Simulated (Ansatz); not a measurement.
# C₃H₃BS: a ladder of functionals and wavefunction methods

An exercise on one series of results from a longer session: the logs are not shown, and one member is left open.

Method: functionals in def2-TZVPP, the program's frozen cores in correlated methods; program: Ansatz 0.2.0, Gaussian basis.

Plan: LDA (SPW92), PBE-D4, revPBE-D4, BLYP-D4, r2SCAN-D4, B97M-V, PBE0-D4, B3LYP-D4, r2SCANh-D4, r2SCAN0-D4, HSE06-D4, BHLYP-D4, CAM-B3LYP-D4, LC-ωPBE, ωB97X-V, ωB97M-V, B2PLYP, PBE-QIDH; CCSD(T)/def2-SVP; CCSD(T)/def2-TZVPP; MP2/def2-QZVPP; extrapolation to the limit; RPA on PBE.

## Structure used throughout

An earlier PBE0-D4 in a triple-zeta def2 set relaxation fixed the geometry.

SMILES `BC=C=C=S`, 8 atoms, charge 0, spin multiplicity 1.

Atoms are counted from 1 here; the program's logs count them from 0.

Bond lengths: B1–C2 1.551 Å, B1–H6 1.193 Å, B1–H7 1.195 Å, C2–C3 1.326 Å, C2–H8 1.092 Å, C3–C4 1.268 Å, C4–S5 1.565 Å. Angles: C2–B1–H6 119.1°, C2–B1–H7 120.1°, H6–B1–H7 120.8°, B1–C2–C3 121.1°, B1–C2–H8 121.2°, C3–C2–H8 117.7°, C2–C3–C4 176.9°, C3–C4–S5 179.3°.

The first run:

in.yaml

```yaml
crystal:
  periodic: [false, false, false]
  atoms:
    - {symbol: B, position_ang: [-0.094862, 0.193073, 1.563753]}
    - {symbol: C, position_ang: [0.470391, -0.542951, 0.321014]}
    - {symbol: C, position_ang: [0.121902, -0.181210, -0.906527]}
    - {symbol: C, position_ang: [-0.250714, 0.213198, -2.053000]}
    - {symbol: S, position_ang: [-0.699295, 0.686084, -3.475497]}
    - {symbol: H, position_ang: [-0.855507, 1.098056, 1.406591]}
    - {symbol: H, position_ang: [0.232001, -0.147680, 2.661348]}
    - {symbol: H, position_ang: [1.168284, -1.375769, 0.426419]}
basis:
  gaussian: {orbitals: def2-TZVPP}
hamiltonian: {xc: lda}
output: {orbitals: {seedname: orbitals}}
```

Run with:

```bash
> ansatz run in.yaml --threads 2 --pin off --events-out ev --progress --plain --max-ram 4352MiB
```

Among the steps run: LDA; PBE-D4 (GGA); revPBE-D4 (GGA); BLYP-D4 (GGA); r2SCAN-D4 (meta-GGA); B97M-V (meta-GGA); PBE0-D4 (hybrid); B3LYP-D4 (hybrid); r2SCANh-D4 (hybrid); r2SCAN0-D4 (hybrid); HSE06-D4 (hybrid); BHLYP-D4 (hybrid); CAM-B3LYP-D4 (range-separated); LC-ωPBE (range-separated); ωB97X-V (range-separated); ωB97M-V (range-separated); B2PLYP (double hybrid); PBE-QIDH (double hybrid).

One table of the session follows, with a row left open; its other results are not shown here.

It belongs to the step «Frontier levels by functional». 

```
  functional  HOMO (eV)  LUMO (eV)  gap (eV)
 LDA (SPW92)      -5.56      -5.09      0.47
      PBE-D4      -5.40      -4.86      0.54
   revPBE-D4      -5.35      -4.78      0.57
     BLYP-D4      -5.24      -4.66      0.58
   r2SCAN-D4      -5.56      -4.80      0.76
      B97M-V      -5.62      -4.73      0.89
     PBE0-D4      -6.47      -4.10      2.37
    B3LYP-D4      -6.26      -4.22      2.03
  r2SCANh-D4          ?          ?         ?
  r2SCAN0-D4      -6.58      -4.07      2.50
    HSE06-D4      -6.08      -4.46      1.62
    BHLYP-D4      -7.40      -3.12      4.28
CAM-B3LYP-D4      -7.69      -3.03      4.66
     LC-ωPBE      -8.99      -2.05      6.93
     ωB97X-V      -8.64      -2.06      6.57
     ωB97M-V      -8.50      -2.11      6.40
```

**Question.** Estimate the row for r2SCANh-D4.

Worked estimate for «HOMO (eV)». Against the share of exact exchange, r2SCAN-D4 (0, -5.56), r2SCAN0-D4 (0.25, -6.58) give a slope of -4.08 per unit share; at 0.1 the line stands at -5.97.

As computed: HOMO (eV): -5.96; LUMO (eV): -4.51; gap (eV): 1.45. In «HOMO (eV)» the line misses by -0.01.
